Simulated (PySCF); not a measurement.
# C4H7Al: the cost of one run

Programs: PySCF 2.14.0, with density-fitted response routines of our own. Each step states its level of theory. These are calculated values for one molecule in the gas phase, unless marked as measured. Atoms are numbered from 0 throughout.

## Step 1: Starting geometry

12 atoms, charge 0, multiplicity 1; geometry from: PBE0-D3(BJ)/def2-SVP.

Bonds of the start (Å): C0–C1 1.45, C1–C2 1.23, C2–Al3 1.91, Al3–C4 1.95, C0–H5 1.10, C0–H6 1.10, C0–H7 1.10, Al3–H8 1.59, C4–H9 1.10, C4–H10 1.10, C4–H11 1.10.

## Step 2: Core holes by ΔSCF: SCAN, X2C

What the job is given:

```
{"job": {"kind": "xps"}, "charge": 0, "multiplicity": 1}
C      2.970654     0.544546     0.249674
C      1.609586     0.072745     0.074885
C      0.460044    -0.324492    -0.071479
Al    -1.321689    -0.967723    -0.304488
C     -2.822863     0.077283     0.379305
H      3.549672     0.437923    -0.681214
H      2.993570     1.604738     0.546782
H      3.488811    -0.035505     1.030007
H     -1.521552    -2.354824    -1.054491
H     -3.799312    -0.386673     0.170657
H     -2.828581     1.091481    -0.055443
H     -2.738565     0.212269     1.471535
```

Level: delta-SCF UKS SCAN, pcX-2 on the ionised atom, pcseg-1 elsewhere, spin-free X2C.

Started as:

```sh
> OMP_NUM_THREADS=1 python probes_run.py task.json out
```

One launch serves the whole session: the jobs run in the order shown.

**Question.** How long does this first job take on 1 thread of Arm Neoverse V1, shared host, and how much memory does it need?

About 30 s, with a peak of 0.53 GiB.
